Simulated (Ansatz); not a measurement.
# BrHNSi−: one structure at several levels

The task here is to estimate one member of a computed series from the others.

Method: single points in def2-TZVPPD; program: Ansatz 0.2.0, Gaussian basis.

Cores are frozen in the correlated methods. Filled d shells of the heavier atoms are correlated.

### Starting geometry

SMILES `[N-]=[SiH]Br`, 4 atoms, charge -1, spin multiplicity 1.

Atoms are counted from 1 here; the program's logs count them from 0.

Bond lengths: N1–Si2 1.526 Å, Si2–H4 1.511 Å. Angles: N1–Si2–H4 148.6°.

As a file:

```xyz
4
BrHNSi
N     0.2316    1.3458   -1.2354
Si   -0.1893    0.3571   -0.1520
Br    1.0113   -1.8735    0.5013
H    -0.9435    0.0924    1.1300
```

Set-up of the first run:

Input file run/in.yaml:

```yaml
crystal:
  periodic: [false, false, false]
  atoms:
    - {symbol: N, position_ang: [0.231600, 1.345800, -1.235400]}
    - {symbol: Si, position_ang: [-0.189300, 0.357100, -0.152000]}
    - {symbol: Br, position_ang: [1.011300, -1.873500, 0.501300]}
    - {symbol: H, position_ang: [-0.943500, 0.092400, 1.130000]}
basis:
  gaussian: {orbitals: "def2-TZVPPD.json"}
total_charge: -1
correlation: {method: ccsd_t}
output: {forces: true}
```

The basis file named in the input lies beside it (Basis Set Exchange, JSON).

The command line of these runs was not kept.

Steps of the session up to this table: CCSD(T)/def2-TZVPPD; PBE0-D4/def2-TZVPPD; wB97M-V/def2-TZVPPD; r2SCAN-D4/def2-TZVPPD; PBE-D4/def2-TZVPPD; SPW92/def2-TZVPPD; wB97X-V/def2-TZVPPD.

One of the session's tables, all rows but one given; the rest of the session is left out.

```
   method  RMS force component (eV/Å)  angle to CCSD(T) forces (°)
  CCSD(T)                       1.760                    reference
  PBE0-D4                       1.353                          6.3
  wB97M-V                       1.261                          8.3
r2SCAN-D4                           ?                            ?
   PBE-D4                       1.640                          4.3
    SPW92                       1.413                          6.7
  wB97X-V                       1.254                          9.3
```

**Question.** Estimate the row for r2SCAN-D4.

As computed: RMS force component (eV/Å): 1.468; angle to CCSD(T) forces (°): 3.5. In the column «RMS force component (eV/Å)» it lies between SPW92 (1.413) and PBE-D4 (1.640).
